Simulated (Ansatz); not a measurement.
**B5W2: a stacking-fault curve**

This session takes B5W2 and sets out to slide the crystal rigidly across a (0 0 1) plane.

Method: DFT PBEsol, scalar-relativistic, plane waves, PAW, in Ansatz 0.2.0.

2 further runs of the same task are left out: 2 set aside as unsound or not needed.

## (1) The structure to begin with

It takes space group R-3m (No. 166, trigonal). Conventional cell: a = 3.079 Å, b = 3.079 Å, c = 21.198 Å, α = 90.00°, β = 90.00°, γ = 120.00°. B (site symmetry 3m) is surrounded by 6 B at 1.82 to 1.95 Å and 4 W at 2.31 to 2.33 Å. Around B (site symmetry 3m) lie 3 B at 1.78 Å and 6 W at 2.38 to 2.44 Å. B (site symmetry -3m) has 6 B at 1.82 Å and 6 W at 2.61 Å as nearest neighbours. W (site symmetry 3m) is surrounded by 13 B at 2.31 to 2.61 Å.

Structure file:

```cif
data_structure
_symmetry_space_group_name_H-M 'P 1'
_symmetry_Int_Tables_number 1
_cell_length_a 3.0788
_cell_length_b 3.0788
_cell_length_c 14.2436
_cell_angle_alpha 96.204
_cell_angle_beta 96.204
_cell_angle_gamma 60.000
_cell_volume 116.01
loop_
_atom_site_label
_atom_site_type_symbol
_atom_site_fract_x
_atom_site_fract_y
_atom_site_fract_z
_atom_site_occupancy
B1 B 0.09269 0.09269 0.27808 1
B2 B 0.59269 0.59269 0.77808 1
B3 B 0.40731 0.40731 0.22192 1
B4 B 0.90731 0.90731 0.72192 1
B5 B 0.16553 0.16553 0.49658 1
B6 B 0.66553 0.66553 0.99658 1
B7 B 0.33447 0.33447 0.00342 1
B8 B 0.83447 0.83447 0.50342 1
B9 B 0.25000 0.25000 0.75000 1
B10 B 0.75000 0.75000 0.25000 1
W1 W 0.03830 0.03830 0.11489 1
W2 W 0.53830 0.53830 0.61489 1
W3 W 0.46170 0.46170 0.38511 1
W4 W 0.96170 0.96170 0.88511 1
```

It is built from the cell relaxed beforehand with the same method (8.29 Å³/atom).

## (2) Zero of energy

The cell is repeated 2 times, 14 atoms in all. Reference values: F = -42550.2629 eV; pressure 0.04 GPa; largest force 0.017 eV/Å; gap on the mesh none (metal). It was computed beforehand with the settings of the runs below.

## (3) Next: a stacking-fault curve

The cut lies on the cell's a–b face, a (0 0 1) plane of area 8.21 Å², between layers 1.58 Å apart (B below, W above); the cell is 14.1 Å thick. Vector c is tilted by f times 1·a + 0·b (length 3.079 Å) with the atoms' Cartesian places fixed: one unrelaxed fault per cell.

## (4) f = 0.200

File input.yaml:

```yaml
crystal:
  lattice:
    - [-1.5393865772, -2.6662957642, 0.0]
    - [1.5393865772, -2.6662957642, 0.0]
    - [-0.3078773154, 1.2442713566, 14.132277251]
  atoms:
    - { symbol: B, position: [0.0489071719, 0.0926929298, 0.2189287894] }
    - { symbol: B, position: [0.4489071719, 0.5926929298, 0.7189287894] }
    - { symbol: B, position: [0.3747528281, 0.4073070702, 0.1627712106] }
    - { symbol: B, position: [0.7747528281, 0.9073070702, 0.6627712106] }
    - { symbol: B, position: [0.0780401347, 0.1655253368, 0.4374260105] }
    - { symbol: B, position: [0.4780401347, 0.6655253368, 0.9374260105] }
    - { symbol: B, position: [0.1456198653, 0.3344746632, 0.9442739895] }
    - { symbol: B, position: [0.7456198653, 0.8344746632, 0.4442739895] }
    - { symbol: B, position: [0.11183, 0.25, 0.69085] }
    - { symbol: B, position: [0.71183, 0.75, 0.19085] }
    - { symbol: W, position: [0.0271487792, 0.0382969479, 0.0557408438] }
    - { symbol: W, position: [0.4271487792, 0.5382969479, 0.5557408438] }
    - { symbol: W, position: [0.3965112208, 0.4617030521, 0.3259591562] }
    - { symbol: W, position: [0.7965112208, 0.9617030521, 0.8259591562] }
basis:
  ecutwfc: 420
kpoints:
  mp_grid: { grid: [14, 14, 3] }
hamiltonian:
  xc: pbesol
scf:
  occupations: { method: gaussian, width: 0.15 }
output:
  forces: true
  stress: true
  eigenvalues: true
```

Started as:

```sh
ansatz run input.yaml --threads 2 --pin off --max-ram 5120MiB --backend cpu --events-out ev --progress --plain --runs-dir out
```

Standard output (excerpt; [...] marks lines left out):

```text
Warning: RAYON_NUM_THREADS=2 ignored (pool sized by the plan → 2); use --threads N
[...]
Pseudopotentials: kind: paw
Pseudopotential: B, paw, valence charge 3, recommended cutoff 420 eV (normal), B.paw.azcp
Pseudopotential: W, paw, valence charge 14, recommended cutoff 420 eV (normal), W.paw.azcp
Functional definition: PBEsol
[...]
Crystal: 14 atoms, lattice volume = 116.011 Å³
Basis set: ecut = 420 eV, 2257 PW (Γ), exchange–correlation on 48×48×192 points (8 copies of the dense FFT grid, shifted against one another)
Bands: 57, of which v1, the nominal top of the filled ones, is band 43 counted from 1 (42 counted from 0)
Symmetry: 1 space group operations
Space group: P1 (ITA 1), of the structure as read, at distance tolerance 4.9e-5 Å
k-points: 296 of 588 (time reversal used)
[...]
SCF iter   1: F=—  HF=-42549.550112 eV  |F-HF|=—  |Δ(HF+E_count)|=         —  Δρ=9.07e-3  dr2=6.41e-1  ethr=1.77e-3  ⟨swp⟩=5.9  Hψ=69476  notcnv=0
[...]
SCF iter   7: F=-42549.512979 eV  HF=-42549.512979 eV  |F-HF|=7.97e-9  |Δ(HF+E_count)|=   9.17e-9  Δρ=9.39e-7  dr2=8.44e-9  ethr=1.16e-10  ⟨swp⟩=10.0  Hψ=68122  notcnv=0
[...]
SCF converged after 7 iterations
Free energy (F): -42549.512979 eV
[...]
E sigma→0 (E₀):  -42549.487877 eV
Entropy (-TS):   -0.050206 eV (-3.586 meV/atom)
Fermi energy:    20.153547 eV
[...]
--- Forces (eV/Å), atoms counted from 1 ---
  atom   1  B      0.11426531     0.17261017     0.09387637
  atom   2  B     -0.04886394    -0.05216680     0.01341173
  atom   3  B      0.06283425     0.37485972     0.04095867
  atom   4  B     -0.05502334    -0.04287130    -0.07200854
  atom   5  B      0.04374230     0.02339075    -0.07022333
  atom   6  B     -1.33985116    -0.47245166    -1.40885926
  atom   7  B      0.07040989    -2.26449144    -2.11836363
  atom   8  B      0.00381339    -0.00492248    -0.02984557
[...]
--- Stress (GPa, compression-positive) ---
        1.187275       1.602276       3.129355
        1.602276       3.337115       5.898679
        3.129355       5.898679       8.615991
  P = ⅓ Tr σ = 4.3801 GPa (43.801 kbar)
--- Band table (eV; the first three rows and the last of 296) ---
[...]
```

Run time: 27 s. Hardware: 2 threads of AMD EPYC 9R45 (Zen 5), shared host; peak memory 1.5 GiB.

## (5) f = 0.400

File input.yaml:

```yaml
crystal:
  lattice:
    - [-1.5393865772, -2.6662957642, 0.0]
    - [1.5393865772, -2.6662957642, 0.0]
    - [-0.6157546309, 0.7110122038, 14.132277251]
  atoms:
    - { symbol: B, position: [0.005121414, 0.0926929298, 0.2189287894] }
    - { symbol: B, position: [0.305121414, 0.5926929298, 0.7189287894] }
    - { symbol: B, position: [0.342198586, 0.4073070702, 0.1627712106] }
    - { symbol: B, position: [0.642198586, 0.9073070702, 0.6627712106] }
    - { symbol: B, position: [-0.0094450674, 0.1655253368, 0.4374260105] }
    - { symbol: B, position: [0.2905549326, 0.6655253368, 0.9374260105] }
    - { symbol: B, position: [-0.0432349326, 0.3344746632, 0.9442739895] }
    - { symbol: B, position: [0.6567650674, 0.8344746632, 0.4442739895] }
    - { symbol: B, position: [-0.02634, 0.25, 0.69085] }
    - { symbol: B, position: [0.67366, 0.75, 0.19085] }
    - { symbol: W, position: [0.0160006104, 0.0382969479, 0.0557408438] }
    - { symbol: W, position: [0.3160006104, 0.5382969479, 0.5557408438] }
    - { symbol: W, position: [0.3313193896, 0.4617030521, 0.3259591562] }
    - { symbol: W, position: [0.6313193896, 0.9617030521, 0.8259591562] }
basis:
  ecutwfc: 420
kpoints:
  mp_grid: { grid: [14, 14, 3] }
hamiltonian:
  xc: pbesol
scf:
  occupations: { method: gaussian, width: 0.15 }
output:
  forces: true
  stress: true
  eigenvalues: true
```

Started as:

```sh
ansatz run input.yaml --threads 2 --pin off --max-ram 5120MiB --backend cpu --events-out ev --progress --plain --runs-dir out
```

Standard output (excerpt; [...] marks lines left out):

```text
Warning: RAYON_NUM_THREADS=2 ignored (pool sized by the plan → 2); use --threads N
[...]
[... 4 set-up lines as earlier in the session ...]
[...]
Crystal: 14 atoms, lattice volume = 116.011 Å³
Basis set: ecut = 420 eV, 2261 PW (Γ), exchange–correlation on 48×48×192 points (8 copies of the dense FFT grid, shifted against one another)
Bands: 57, of which v1, the nominal top of the filled ones, is band 43 counted from 1 (42 counted from 0)
[... 2 set-up lines as earlier in the session ...]
k-points: 296 of 588 (time reversal used)
[...]
SCF converged after 7 iterations
Free energy (F): -42547.389630 eV
[...]
E sigma→0 (E₀):  -42547.363592 eV
Entropy (-TS):   -0.052076 eV (-3.720 meV/atom)
Fermi energy:    20.031231 eV
[...]
--- Forces (eV/Å), atoms counted from 1 ---
  atom   1  B      0.04131884    -0.01489427     0.54305616
  atom   2  B     -0.00018226    -0.13565021     0.11159028
  atom   3  B     -0.32810223     0.46053238    -0.15286781
  atom   4  B      0.00360176    -0.00244120    -0.05045538
  atom   5  B     -0.00724525     0.02453489    -0.07632519
  atom   6  B     -2.75416465     0.11517866    -5.03764335
  atom   7  B      2.31225355    -3.49884771    -7.06259356
  atom   8  B      0.03192368    -0.03712370     0.00875717
[...]
--- Stress (GPa, compression-positive) ---
        3.669931      -1.543108       0.697206
       -1.543108       3.176634       6.906796
        0.697206       6.906796      30.798222
  P = ⅓ Tr σ = 12.5483 GPa (125.483 kbar)
--- Band table (eV; the first three rows and the last of 296) ---
[...]
```

Run time: 27 s. Hardware: 2 threads of AMD EPYC 9R45 (Zen 5), shared host; peak memory 1.5 GiB.

## (6) Point f = 0.100

File input.yaml:

```yaml
crystal:
  lattice:
    - [-1.5393865772, -2.6662957642, 0.0]
    - [1.5393865772, -2.6662957642, 0.0]
    - [-0.1539386577, 1.510900933, 14.132277251]
  atoms:
    - { symbol: B, position: [0.0708000509, 0.0926929298, 0.2189287894] }
    - { symbol: B, position: [0.5208000509, 0.5926929298, 0.7189287894] }
    - { symbol: B, position: [0.3910299491, 0.4073070702, 0.1627712106] }
    - { symbol: B, position: [0.8410299491, 0.9073070702, 0.6627712106] }
    - { symbol: B, position: [0.1217827358, 0.1655253368, 0.4374260105] }
    - { symbol: B, position: [0.5717827358, 0.6655253368, 0.9374260105] }
    - { symbol: B, position: [0.2400472642, 0.3344746632, 0.9442739895] }
    - { symbol: B, position: [0.7900472642, 0.8344746632, 0.4442739895] }
    - { symbol: B, position: [0.180915, 0.25, 0.69085] }
    - { symbol: B, position: [0.730915, 0.75, 0.19085] }
    - { symbol: W, position: [0.0327228636, 0.0382969479, 0.0557408438] }
    - { symbol: W, position: [0.4827228636, 0.5382969479, 0.5557408438] }
    - { symbol: W, position: [0.4291071364, 0.4617030521, 0.3259591562] }
    - { symbol: W, position: [0.8791071364, 0.9617030521, 0.8259591562] }
basis:
  ecutwfc: 420
kpoints:
  mp_grid: { grid: [14, 14, 3] }
hamiltonian:
  xc: pbesol
scf:
  occupations: { method: gaussian, width: 0.15 }
output:
  forces: true
  stress: true
  eigenvalues: true
  write_density: true
  write_potential: true
  elf: true
  volumetric_format: npy
```

Started as:

```sh
ansatz run input.yaml --threads 2 --pin off --max-ram 5120MiB --backend cpu --events-out ev --progress --plain --runs-dir out
```

Standard output (excerpt; [...] marks lines left out):

```text
Warning: RAYON_NUM_THREADS=2 ignored (pool sized by the plan → 2); use --threads N
[...]
[... 4 set-up lines as earlier in the session ...]
[...]
Crystal: 14 atoms, lattice volume = 116.011 Å³
Basis set: ecut = 420 eV, 2255 PW (Γ), exchange–correlation on 48×48×192 points (8 copies of the dense FFT grid, shifted against one another)
Bands: 57, of which v1, the nominal top of the filled ones, is band 43 counted from 1 (42 counted from 0)
[... 2 set-up lines as earlier in the session ...]
k-points: 296 of 588 (time reversal used)
[...]
SCF converged after 6 iterations
Free energy (F): -42550.088723 eV
[...]
E sigma→0 (E₀):  -42550.065120 eV
Entropy (-TS):   -0.047205 eV (-3.372 meV/atom)
Fermi energy:    20.213543 eV
[...]
--- Forces (eV/Å), atoms counted from 1 ---
  atom   1  B      0.08438408     0.16154813     0.00709945
  atom   2  B     -0.02260095    -0.02907303    -0.01413533
  atom   3  B      0.07933714     0.20716647     0.02837052
  atom   4  B     -0.04216932    -0.04195570    -0.01881740
  atom   5  B      0.02057296     0.01757905    -0.03141456
  atom   6  B     -0.43421529    -0.23199097    -0.35235587
  atom   7  B     -0.22238507    -1.01032563    -0.53391758
  atom   8  B      0.00433142     0.00166452    -0.00639326
[...]
--- Stress (GPa, compression-positive) ---
        0.414881       0.770783       1.715817
        0.770783       1.081204       2.876371
        1.715817       2.876371       2.087005
  P = ⅓ Tr σ = 1.1944 GPa (11.944 kbar)
--- Band table (eV; the first three rows and the last of 296) ---
[...]
```

It took 36 s on 2 threads of AMD EPYC 9R45 (Zen 5), shared host; peak memory 1.5 GiB.

Density in a lattice plane of the grid's cell (edges 3.08 and 14.21 Å, at 0.033 of the third edge), which holds B and W.

Ten even steps from ' ' (0.25 e/Å³) to '@' (4.91 e/Å³):
```
      ..    
            
##..    ::%%
++      ::##
            
            
            
            
            
            
..  ..      
            
            
            
  ..        
            
            
**==      ..
@@@@..    **
--..      ..
```
Columns run along the first of these edges and rows up along the second, over one cell in 6 and 20 even steps from the bottom left corner. Atoms in the plane (fractional): B at (0.09, 0.22), W at (0.04, 0.06).

ELF in the same plane.

Ten even steps from ' ' (0.13) to '@' (0.77):
```
..==####**::
..--####--..
%%::::::==%%
##..::..==%%
..--++==....
##**::####**
%%##++%%##==
++--::==++++
::::::::....
********++**
@@  ==@@**%%
%%++####**##
------......
==++==....::
**==##==--**
..  ########
++++==####==
%%##..==::--
  **--::..%%
**--++##--::
```
Columns run along the first of these edges and rows up along the second, over one cell in 6 and 20 even steps from the bottom left corner. Atoms in the plane (fractional): B at (0.09, 0.22), W at (0.04, 0.06).

Both are smooth fields of the valence electrons: close to the nuclei they are not physical.

Maxima of ELF outside the ion cores: 0.81 on the B–B line, 0.9 Å from B; 0.69 beside B, off the lines to its neighbours, 0.8 Å from B; 0.68 on the B–W line, 0.8 Å from B.

[end of part 1 of 2]
